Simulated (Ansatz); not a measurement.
**Hf2NiO4: one run, from forces to fields**

Aim: for Hf2NiO4, a known structure type filled with other elements, at an estimated volume, find its forces and stress, its levels, and how its atoms share the electrons. The atoms and the cell stay fixed.

Program: Ansatz 0.2.0. Level of theory: DFT, r2SCAN, no spin polarisation, plane waves, PAW. These are calculated values, not measurements.

### Step 1. Geometry

Symmetry: I4/mmm, No. 139, tetragonal system. Conventional cell: a = 3.533 Å, b = 3.533 Å, c = 11.599 Å, α = 90.00°, β = 90.00°, γ = 90.00°. Around Hf (site symmetry 4mm) lie 5 O at 2.17 to 2.39 Å. Ni (site symmetry 4/mmm) is surrounded by 6 O at 1.77 to 2.03 Å. O (site symmetry mmm) has 2 Ni at 1.77 Å and 4 Hf at 2.39 Å as nearest neighbours. Around O (site symmetry 4mm) lie 1 Ni at 2.03 Å and 1 Hf at 2.17 Å.

The coordinates stand in the input below.

It is a restart: the density comes from an earlier run on this cell.

### Step 2. The run

Input file input.yaml:

```yaml
crystal:
  lattice:
    - [0.0, 3.53289065, 0.0]
    - [3.53289065, 0.0, 0.0]
    - [1.76644532, 1.76644532, -5.79957707]
  atoms:
    - { symbol: Hf, position: [0.3618, 0.3618, 0.2764] }
    - { symbol: Hf, position: [0.6382, 0.6382, 0.7236] }
    - { symbol: Ni, position: [0.0, 0.0, 0.0] }
    - { symbol: O, position: [0.5, 0.0, 0.0] }
    - { symbol: O, position: [0.0, 0.5, 0.0] }
    - { symbol: O, position: [0.175, 0.175, 0.65] }
    - { symbol: O, position: [0.825, 0.825, 0.35] }
  symmetry: { tolerance: 0.0003 }
kpoints:
  mp_grid: { grid: [9, 9, 9], shift: [0, 0, 0] }
  band_path:
    path:
      - [0.0, 0.0, 0.0]
      - [0.5, 0.5, 0.5]
      - [0.5, 0.5, 0.25]
      - [0.0, 0.5, 0.0]
      - [0.0, 0.0, 0.0]
      - [0.0, 0.0, -0.5]
      - [0.0, 0.45361498, -0.27319251]
      - [0.0, 0.54638502, 0.27319251]
      - [0.0, 0.0, 0.0]
      - [0.5, 0.5, 0.5]
      - [0.45361498, 0.54638502, 0.5]
    npoints: 6
magnetization:
  spin_polarized: false
scf:
  occupations: { method: fermi_dirac }
  lower_state_search: "off"
  max_iter: 200
hamiltonian:
  pseudopotentials: { kind: paw }
  xc: r2scan
basis:
  ecutwfc: 500
  fft_grid_basis: typed
output:
  forces: true
  stress: true
  eigenvalues: true
  bader: true
  populations: true
  elf: true
  write_potential: true
  volumetric_format: npy
  dos:
    e_range: [-12, 8]
    de: 0.05
    projected: { site_lists: { Hf: [Hf], Ni: [Ni], O: [O] } }
checkpoint:
  read: saved_state
```

Output:

```text
Warning: RAYON_NUM_THREADS=1 ignored (pool sized by the plan → 1); use --threads N
Engine: ansatz 0.2.0, aarch64-unknown-linux-gnu
Pseudopotentials: kind: paw
Pseudopotential: Hf, paw, valence charge 26, recommended cutoff 500 eV (meta_gga), Hf.paw.azcp
Pseudopotential: Ni, paw, valence charge 18, recommended cutoff 500 eV (meta_gga), Ni.paw.azcp
Pseudopotential: O, paw, valence charge 6, recommended cutoff 500 eV (meta_gga), O.paw.azcp
Functional definition: r2SCAN
  parameter k0 = 0.174
  parameter k1 = 0.065
  parameter a1 = 4.9479
  exchange = r2scan_x(k0 = k0, k1 = k1, a1 = a1)
  correlation = r2scan_c
Crystal: 7 atoms, lattice volume = 72.386 Å³
Basis set: ecut = 500 eV, 1865 PW (Γ), exchange–correlation on 108×108×192 points (64 copies of the dense FFT grid, shifted against one another)
Bands: 57, of which v1, the nominal top of the filled ones, is band 47 counted from 1 (46 counted from 0)
Symmetry: 16 space group operations
Space group: I4/mmm (ITA 139), of the structure as read, at distance tolerance 1.3e-3 Å
k-points: 75 of 729
Non-local potential: Hf, projectors of the file, l = 0: 3, l = 1: 2, l = 2: 2, l = 3: 3
Non-local potential: Ni, projectors of the file, l = 0: 3, l = 1: 2, l = 2: 3, l = 3: 1
Non-local potential: O, projectors of the file, l = 0: 2, l = 1: 2, l = 2: 1
PAW form: soft (Blöchl's): semilocal exchange-correlation on the pseudo side does not see the compensation charge
PAW frozen core: Hf, regenerated for the run's functional (the file was generated under x = pbe(κ = 0.804, μ = 0.2195149727645171), c = pbe(β = 0.06672455060314922))
PAW frozen core: Ni, regenerated for the run's functional (the file was generated under x = pbe(κ = 0.804, μ = 0.2195149727645171), c = pbe(β = 0.06672455060314922))
PAW frozen core: O, regenerated for the run's functional (the file was generated under x = pbe(κ = 0.804, μ = 0.2195149727645171), c = pbe(β = 0.06672455060314922))
PAW one-centre angular grid: Hf, 974 points (default); XC on 160 Gauss nodes
PAW one-centre angular grid: Ni, 590 points (default); XC on 160 Gauss nodes
PAW one-centre angular grid: O, 302 points (default); XC on 160 Gauss nodes
Initial density: read from a saved state, or passed on in memory by an earlier SCF of this step, an earlier step, the calling program or the single point that the run made first
Initial wavefunctions: pseudopotential atomic-orbital guess
Functional: x = r2scan, c = r2scan; τ floored in thin density (d = 2e-4 eV/Å³)
iter 1 solved again at ethr=1.75e-5 eV; its pass at ethr=3.10e-3 eV (dr2=1.64e-2 eV) is discarded
SCF iter   1: F=-39588.022409 eV  HF=-39588.025241 eV  |F-HF|=2.83e-3  |Δ(HF+E_count)|=         —  Δρ=6.09e-3  dr2=1.61e-2  dr2_τ=5.56e-3  ethr=1.75e-5  ⟨swp⟩=2.0  Hψ=22019  notcnv=0
preconditioner: auto → Kerker (q_TF=auto, 2.850 Å⁻¹)  [metal: Δε(μ)=0.017 eV  Ē_g=16.913 eV  σ=0.100 eV  W_gap=0.04  n_scr=32 (ndim 8)  ℏωp=39.5 eV  f_vac=0.000  D(μ)=3.04/eV (n_scr^D=32)]
SCF iter   2: F=-39587.997800 eV  HF=-39588.036542 eV  |F-HF|=3.87e-2  |Δ(HF+E_count)|=   1.13e-2  Δρ=8.96e-3  dr2=4.09e-2  dr2_τ=7.97e-4  ethr=1.71e-5  ⟨swp⟩=2.0  Hψ=8663  notcnv=0  recentre
SCF iter   3: F=-39588.033133 eV  HF=-39588.032929 eV  |F-HF|=2.04e-4  |Δ(HF+E_count)|=   3.61e-3  Δρ=3.15e-3  dr2=3.42e-3  dr2_τ=4.29e-4  ethr=1.71e-5  ⟨swp⟩=2.0  Hψ=8101  notcnv=0
SCF iter   4: F=-39588.035590 eV  HF=-39588.035372 eV  |F-HF|=2.18e-4  |Δ(HF+E_count)|=   2.44e-3  Δρ=9.53e-4  dr2=2.03e-4  dr2_τ=4.94e-5  ethr=3.64e-6  ⟨swp⟩=1.8  Hψ=4705  notcnv=0
SCF iter   5: F=-39588.035610 eV  HF=-39588.035668 eV  |F-HF|=5.74e-5  |Δ(HF+E_count)|=   2.96e-4  Δρ=4.67e-4  dr2=1.02e-4  dr2_τ=2.37e-6  ethr=2.16e-7  ⟨swp⟩=2.0  Hψ=8197  notcnv=0
SCF iter   6: F=-39588.035639 eV  HF=-39588.035658 eV  |F-HF|=1.95e-5  |Δ(HF+E_count)|=   9.43e-6  Δρ=1.66e-4  dr2=2.48e-5  dr2_τ=6.18e-7  ethr=1.09e-7  ⟨swp⟩=2.0  Hψ=4968  notcnv=0
SCF iter   7: F=-39588.035628 eV  HF=-39588.035655 eV  |F-HF|=2.66e-5  |Δ(HF+E_count)|=   3.37e-6  Δρ=2.03e-4  dr2=3.08e-5  dr2_τ=1.61e-7  ethr=2.64e-8  ⟨swp⟩=2.1  Hψ=6521  notcnv=0
SCF iter   8: F=-39588.035646 eV  HF=-39588.035654 eV  |F-HF|=8.16e-6  |Δ(HF+E_count)|=   8.86e-7  Δρ=9.97e-5  dr2=8.29e-6  dr2_τ=6.62e-8  ethr=2.64e-8  ⟨swp⟩=1.0  Hψ=4275  notcnv=0
SCF iter   9: F=-39588.035653 eV  HF=-39588.035654 eV  |F-HF|=6.41e-8  |Δ(HF+E_count)|=   5.86e-7  Δρ=1.22e-5  dr2=1.85e-7  dr2_τ=5.65e-9  ethr=8.82e-9  ⟨swp⟩=1.2  Hψ=4288  notcnv=0
SCF iter  10: F=-39588.035653 eV  HF=-39588.035654 eV  |F-HF|=9.12e-8  |Δ(HF+E_count)|=   3.77e-8  Δρ=1.18e-5  dr2=1.34e-7  dr2_τ=2.34e-9  ethr=1.06e-10  ⟨swp⟩=8.6  Hψ=29316  notcnv=0
SCF iter  11: F=-39588.035653 eV  HF=-39588.035654 eV  |F-HF|=9.04e-8  |Δ(HF+E_count)|=   9.51e-9  Δρ=1.20e-5  dr2=1.05e-7  dr2_τ=1.32e-9  ethr=1.06e-10  ⟨swp⟩=7.2  Hψ=26408  notcnv=0
SCF iter  12: F=-39588.035654 eV  HF=-39588.035654 eV  |F-HF|=3.36e-9  |Δ(HF+E_count)|=   4.58e-9  Δρ=2.56e-6  dr2=4.85e-9  dr2_τ=1.16e-10  ethr=1.06e-10  ⟨swp⟩=7.1  Hψ=25819  notcnv=0
SCF 1 converged in 12 iterations: F = -39588.035654 eV  dr2 = 4.85e-9
NSCF: frozen V_eff on 61 k-points
SCF converged after 12 iterations
Free energy (F): -39588.035654 eV
Harris-Foulkes:  -39588.035654 eV  (|F-HF|=3.36e-9)
Internal energy: -39587.930147 eV  (E = F + TS)
E sigma→0 (E₀):  -39587.982900 eV
Entropy (-TS):   -0.105507 eV (-15.072 meV/atom)
Fermi energy:    21.257385 eV
--- Per-component energies (eV) ---
  E_band       = -127.048069
  E_kinetic    = 1836.898576
  E_local      = -14876.375532  (includes V_loc(G=0)·N_el)
  E_nonlocal   = -1655.151918
  E_hartree    = 6744.973101
  E_xc         = -939.020660
  E_vxc        = -1124.884848  (∫ρ·V_xc dr)
  E_paw        = -16188.306817  (= ΣΔE_a)
  E_vpaw       = 2139.000759  (= ΣTr[D̂ρ^β])
  E_aug_tail   = 0.004393  (compensation charges beyond the density's cutoff)
  E_vtau       = 63.518952  (kinetic-family band-sum trace: ∫τ·v_τ [+ j·A + Jᵃ·Aᵃ] dr)
  E_ewald      = -14511.166502
  E_core_change = 0.215211  (= ΣΔE_core)
  E_smearing   = -0.105507  (= −TS)
  E_closure    = -0.000000  (closes the sum)
  Σ components = -39588.035654   (vs F -39588.035654, Δ=0.00e0)
--- Forces (eV/Å), atoms counted from 1 ---
  atom   1  Hf    -0.00000000    -0.00000000    -0.42449647
  atom   2  Hf     0.00000000     0.00000000     0.42449647
  atom   3  Ni     0.00000000     0.00000000     0.00000000
  atom   4  O     -0.00000000     0.00000000     0.00000000
  atom   5  O      0.00000000     0.00000000     0.00000000
  atom   6  O      0.00000000     0.00000000     3.52870719
  atom   7  O     -0.00000000    -0.00000000    -3.52870719
  max |Σ_I F_I| component: 8.88e-16 eV/Å
--- Stress (GPa, compression-positive) ---
       11.020237      -0.000000      -0.000000
       -0.000000      11.020237      -0.000000
       -0.000000      -0.000000       8.000101
  P = ⅓ Tr σ = 10.0135 GPa (100.135 kbar)
--- Band table (eV; the first three rows and the last of 75) ---
  k-point 0: bands = ["-86.6006", "-45.9166", "-45.9166", "-45.5995", "-45.5835", "-45.0191", "-13.8497", "-13.5076", "-13.5076", "-13.4938", "-13.4938", "-13.4442", "-3.5394", "-1.6476", "-0.9993", "-0.9681", "5.9745", "5.9745", "5.9801", "5.9879", "5.9967", "5.9967", "6.0037", "6.0102", "6.0104", "6.0164", "6.0164", "6.0271", "6.0271", "6.0356", "11.4610", "11.4610", "11.5062", "12.4732", "13.1952", "14.0147", "14.0147", "14.9311", "14.9311", "15.7017", "15.7169", "15.7169", "17.1392", "17.9931", "17.9931", "19.3493", "19.6754", "19.8288", "20.3392", "20.5641", "22.0555", "22.5220", "22.5679", "22.5679", "22.7729", "22.8295", "24.6504"]
  k-point 1: bands = ["-86.6006", "-45.9166", "-45.9166", "-45.5990", "-45.5840", "-45.0191", "-13.8393", "-13.5143", "-13.5143", "-13.4871", "-13.4871", "-13.4559", "-3.5158", "-1.6476", "-1.0685", "-0.9324", "5.9753", "5.9753", "5.9810", "5.9883", "5.9964", "5.9964", "6.0032", "6.0091", "6.0136", "6.0141", "6.0141", "6.0289", "6.0289", "6.0344", "11.4660", "11.4660", "11.5162", "12.5689", "13.2084", "13.9969", "13.9969", "14.9431", "14.9431", "15.5432", "15.6805", "15.6805", "17.1406", "18.0531", "18.0531", "19.2433", "19.7398", "19.9511", "20.0766", "20.9535", "22.0352", "22.3675", "22.5395", "22.5968", "22.5968", "23.1121", "24.5804"]
  k-point 2: bands = ["-86.6005", "-45.9166", "-45.9166", "-45.5976", "-45.5854", "-45.0191", "-13.8099", "-13.5237", "-13.5237", "-13.4889", "-13.4776", "-13.4776", "-3.4533", "-1.6477", "-1.1765", "-0.9118", "5.9776", "5.9776", "5.9836", "5.9895", "5.9954", "5.9954", "6.0021", "6.0097", "6.0097", "6.0098", "6.0182", "6.0312", "6.0321", "6.0321", "11.4790", "11.4790", "11.5531", "12.8247", "13.2426", "13.9554", "13.9554", "14.9595", "14.9595", "15.1543", "15.6084", "15.6084", "17.1440", "18.1940", "18.1940", "18.9745", "19.9069", "19.9161", "20.1987", "21.4365", "21.8819", "21.9892", "22.5782", "22.6893", "22.6893", "23.3441", "24.3852"]
  k-point 74: bands = ["-86.6007", "-45.9188", "-45.9187", "-45.5866", "-45.5773", "-45.0193", "-13.7123", "-13.6900", "-13.6513", "-13.6455", "-13.5943", "-13.4760", "-2.0090", "-1.9392", "-1.0701", "-0.9791", "5.9671", "5.9926", "5.9998", "6.0006", "6.0021", "6.0058", "6.0086", "6.0104", "6.0139", "6.0144", "6.0166", "6.0182", "6.0190", "6.0380", "9.6003", "10.0673", "11.8386", "11.9471", "12.0088", "12.8760", "13.3294", "13.5720", "13.7938", "14.9112", "15.5070", "15.7272", "19.0714", "19.6455", "19.6622", "20.9173", "21.5483", "22.1004", "22.7489", "22.8336", "22.8723", "23.5143", "23.5340", "23.9798", "24.0186", "24.0584", "24.1957"]
--- Löwdin populations: 7 sites ---
  site symbol       q [e]
     0     Hf     24.8297
     1     Hf     24.8297
     2     Ni     17.0583
     3      O      6.7300
     4      O      6.7300
     5      O      6.7648
     6      O      6.7648
  spilling = 0.003113 (of n_electrons = 94.000000)
--- Bader charges: 7 sites ---
  site symbol  charge [e]  shift [e]
     0     Hf      2.2648     0.0009
     1     Hf      2.2648     0.0009
     2     Ni      1.0647     0.0175
     3      O     -1.3209     0.0083
     4      O     -1.3209     0.0083
     5      O     -1.4762     0.0013
     6      O     -1.4762     0.0013
  estimated error of the sums over rays = 4.3e-4 e
```

Run time: 2.5 min. Hardware: 1 thread of an Arm CPU, shared host; peak memory 0.68 GiB.

### Step 3. Forces on the atoms, stress on the cell

Sizes of the largest forces and where they point against the nearest neighbour:

```
atom  force (eV/Å)  nearest  distance (Å)     direction
  O7         3.529      Ni3          2.03  away from it
  O6         3.529      Ni3          2.03  away from it
 Hf1         0.424       O6          2.17    towards it
 Hf2         0.424       O7          2.17    towards it
```

Diagonalising the stress gives 8.00, 11.02, 11.02 GPa, so P = 10.01 GPa (positive in compression).

### Step 4. Bands along the path

bands.tsv at the labelled points (eV, zero at the Fermi level):

| point | band 48 | band 49 | band 50 | band 51 | band 52 | band 53 |
| --- | --- | --- | --- | --- | --- | --- |
| Γ | -1.43 | -0.92 | -0.69 | 0.80 | 1.26 | 1.31 |
| X | 0.69 | 1.45 | 1.55 | 1.82 | 2.08 | 2.22 |
| P | 0.79 | 0.79 | 1.46 | 1.98 | 2.08 | 2.57 |
| N | 0.81 | 0.81 | 1.02 | 1.12 | 1.56 | 1.84 |
| Γ | -1.43 | -0.92 | -0.69 | 0.80 | 1.26 | 1.31 |
| M | -1.14 | -0.55 | -0.22 | 0.66 | 0.82 | 1.38 |
| S | 0.60 | 0.63 | 1.21 | 1.22 | 1.59 | 2.17 |
| S0 | 0.60 | 0.63 | 1.21 | 1.22 | 1.59 | 2.17 |
| Γ | -1.43 | -0.92 | -0.69 | 0.80 | 1.26 | 1.31 |
| X | 0.69 | 1.45 | 1.55 | 1.82 | 2.08 | 2.22 |
| R | 0.64 | 1.37 | 1.74 | 1.89 | 1.99 | 2.19 |

The same bands between the corners:

```
distance (1/Å)  band 50  band 51
          0.00    -0.69     0.80
          0.42     0.05     0.83
          0.84     1.39     1.62
          1.26     1.55     1.82
          1.35     1.45     2.02
          1.44     1.46     2.03
          1.53     1.46     1.98
          1.82     1.58     1.91
          2.12     1.14     1.26
          2.42     1.02     1.12
          2.73     0.60     1.08
          3.04    -0.18     1.04
          3.35    -0.69     0.80
          3.53    -0.06     0.76
          3.71     0.20     0.57
          3.89    -0.22     0.66
          4.16     0.01     0.94
          4.43     0.50     1.46
          4.70     1.21     1.22
          4.88     1.11     1.14
          5.07     1.11     1.14
          5.26     1.21     1.22
          5.59     0.84     1.04
          5.91    -0.34     1.05
          6.23    -0.69     0.80
          6.65     0.05     0.83
          7.07     1.39     1.62
          7.49     1.55     1.82
          7.53     1.58     1.83
          7.57     1.65     1.85
          7.61     1.74     1.89
```

### Step 5. Total and projected density of states

States per cell by energy window, from dos.tsv and pdos.tsv (tetrahedra; eV from the Fermi level):

| from | to | total | Hf d | Ni d | O p |
| --- | --- | --- | --- | --- | --- |
| -8.0 | -7.0 | 5.18 | 0.71 | 0.33 | 3.92 |
| -7.0 | -6.0 | 5.02 | 0.34 | 0.17 | 4.34 |
| -6.0 | -5.0 | 1.74 | 0.08 | 0.03 | 1.58 |
| -5.0 | -4.0 | 0.00 | 0.00 | 0.00 | 0.00 |
| -4.0 | -3.0 | 0.68 | 0.04 | 0.57 | 0.06 |
| -3.0 | -2.0 | 4.16 | 0.29 | 3.40 | 0.41 |
| -2.0 | -1.0 | 2.13 | 0.34 | 1.50 | 0.22 |
| -1.0 | 0.0 | 2.80 | 0.83 | 1.31 | 0.36 |
| 0.0 | 1.0 | 5.35 | 3.50 | 0.64 | 0.65 |
| 1.0 | 2.0 | 5.76 | 4.34 | 0.34 | 0.68 |

The bands computed are complete only to about 2.6 eV above the Fermi level.

### Step 6. Atomic charges

By element, from the tables in the log (a charge is positive for electrons lost): Löwdin charges also hold the electrons that the projection spills.

| element | atoms | Bader charge (e) | Bader volume (Å³) | Löwdin charge (e) |
| --- | --- | --- | --- | --- |
| Hf | 2 | +2.26 | 12.0 | +1.17 |
| Ni | 1 | +1.06 | 6.5 | +0.94 |
| O | 4 | -1.48 to -1.32 | 8.7 to 12.2 | -0.77 to -0.73 |

The Löwdin projection spills 0.3 % of the electrons and depends on the orbitals chosen; where it disagrees with Bader's partition, neither is an observable.

### Step 7. Fields in real space

Maps in the plane spanned by b and c at height 0.000 along a (axes of the input's cell), one cell: b runs left to right (11 points from zero), c bottom to top (19 points), 74° apart. Inside the augmentation spheres the fields are the smooth ones.

Valence density. Ten steps from '0' (0.11 e/Å³) to '9' (61.20 e/Å³), finer at the low end (step k begins (100^(k/10) - 1)/99 of the way up):
```
77312443115
33201222101
01000000000
01100000000
12210000000
12220000000
01211000000
00110000000
00000000000
00000000000
00000000110
00000001121
10000000222
10000000122
00000000011
00000000001
31012221023
75113442137
97324554237
```

ELF. Ten even steps from '0' (0.06) to '9' (0.82):
```
55219879613
22204999501
00000365200
34420001001
89983000004
99997101004
79997200002
37886200000
02442000000
00000002442
30000026887
72000027999
94001017999
84000003899
31001000244
00025630000
21059994022
53169789125
85149339415
```

Atoms within 0.2 Å of the plane, in fractions of b and c: Ni at (0.00, 0.00), O at (0.50, 0.00).

At the density minimum on some short contacts:

| contact | length (Å) | minimum at (fraction) | density (e/Å³) | ELF |
| --- | --- | --- | --- | --- |
| Ni3–O4 | 1.766 | deep in a PAW sphere | – | – |
| Hf1–O6 | 2.167 | 0.53 | 0.622 | 0.24 |

### Step 8. Summary of results

| quantity | value |
| --- | --- |
| largest force | 3.529 eV/Å on O |
| pressure | 10.0 GPa |
| formation energy (elements from separate runs) | -1.80 eV/atom |
| character | metal |
| density of states, mean within 0.25 eV of the Fermi level | 2.8 per eV per cell |
| Bader charges | Hf +2.26, Ni +1.06, O -1.48 to -1.32 e |

It is a metal; within 0.25 eV of the Fermi level the density of states averages 2.8 per eV per cell, mostly Hf d (61 %), Ni d (15 %) and O p (12 %). Forces reach 3.5 eV/Å, so the geometry is far from rest and the levels are not those of the relaxed cell. With forces up to 3.53 eV/Å (on O), a relaxation would move the atoms. Against the elements' reference phases (Hf hcp, Ni fcc, O2 molecule; separate runs with the same functional) the formation energy is -1.80 eV per atom, so it is bound against them, though other compounds may compete. The pressure of 10.0 GPa says the cell is too small, and unequal principal stresses would change its shape.

Limits of this run: a 3d oxide or halide that comes out metallic without a U or exact exchange, which may be an insulator in nature; no spin polarisation, so a magnetic state may lie lower.
